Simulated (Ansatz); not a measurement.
# Ir: the cost of one run

Computed with Ansatz 0.2.0 (DFT r2SCAN, scalar-relativistic, plane waves, PAW, unless a step's input says otherwise).

The COD entry's cell or inner coordinates are ideal or old and differ from later refinements, so a difference from it is no clean test against experiment.

7 further runs of the same task are left out: 2 that didn't finish, 5 set aside as unsound or not needed.

## 1. The structure to begin with

Symmetry: Fm-3m, No. 225, cubic system. The conventional cell has a = 3.940 Å, b = 3.940 Å, c = 3.940 Å, α = 90.00°, β = 90.00°, γ = 90.00°. Pt (site symmetry m-3m) has 12 Pt at 2.79 Å in its first shell of neighbours.

Structure file:

```cif
data_structure
_symmetry_space_group_name_H-M 'Fm-3m'
_symmetry_Int_Tables_number 225
_cell_length_a 3.9402
_cell_length_b 3.9402
_cell_length_c 3.9402
_cell_angle_alpha 90.000
_cell_angle_beta 90.000
_cell_angle_gamma 90.000
_cell_volume 61.17
loop_
_atom_site_label
_atom_site_type_symbol
_atom_site_symmetry_multiplicity
_atom_site_Wyckoff_symbol
_atom_site_fract_x
_atom_site_fract_y
_atom_site_fract_z
_atom_site_occupancy
Pt1 Pt 4 a 0.00000 0.00000 0.00000 1
```

This cell was relaxed beforehand with the same method: volume 15.29 Å³/atom, gap on the mesh none (metal).

## 2. The film's bulk: Ir

Relaxed beforehand at this level: -11948.7249 eV/atom, gap on the mesh none (metal).

```
CELL_PARAMETERS angstrom
0.00000 -1.92211 -1.92211
1.92211 0.00000 -1.92211
1.92211 -1.92211 0.00000
ATOMIC_POSITIONS crystal
Ir 0.00000 0.00000 0.00000
```

Bulk energy of Pt, the base, on matching settings, from an earlier run: -12536.7874 eV/atom.

## 3. Ir strained to the base's plane

The (111) plane of Ir is fitted to the (111) plane of Pt, a strain of +2.5 % along x and +2.5 % along y; the third vector and the atoms relax.

File input.yaml:

```yaml
crystal:
  lattice:
    - [2.7861568206, 0.0, 0.0]
    - [-1.3930784103, 2.4128825855, 0.0]
    - [1.3930784103, 0.8042941952, 2.1547414651]
  atoms:
    - { symbol: Ir, position: [0.0, 0.0, 0.0] }
basis:
  ecutwfc: 500
kpoints:
  mp_grid: { grid: [15, 15, 16] }
hamiltonian:
  xc: r2scan
scf:
  occupations: { method: gaussian, width: 0.1 }
output:
  forces: true
  stress: true
  eigenvalues: true
relax:
  adjacent_minimum: "off"
  f_tol: 0.01
  max_steps: 50
  cell: { fix: [a, b, gamma], stress_tol: 0.1 }
```

Run with:

```console
> ansatz run input.yaml --threads 2 --pin off --max-ram 5120MiB --backend cpu --events-out ev --progress --plain --runs-dir out
```

Q: Estimate wall time and peak memory on 2 threads of Arm Neoverse V2, shared host.

About 55 s, with a peak of 0.56 GiB.
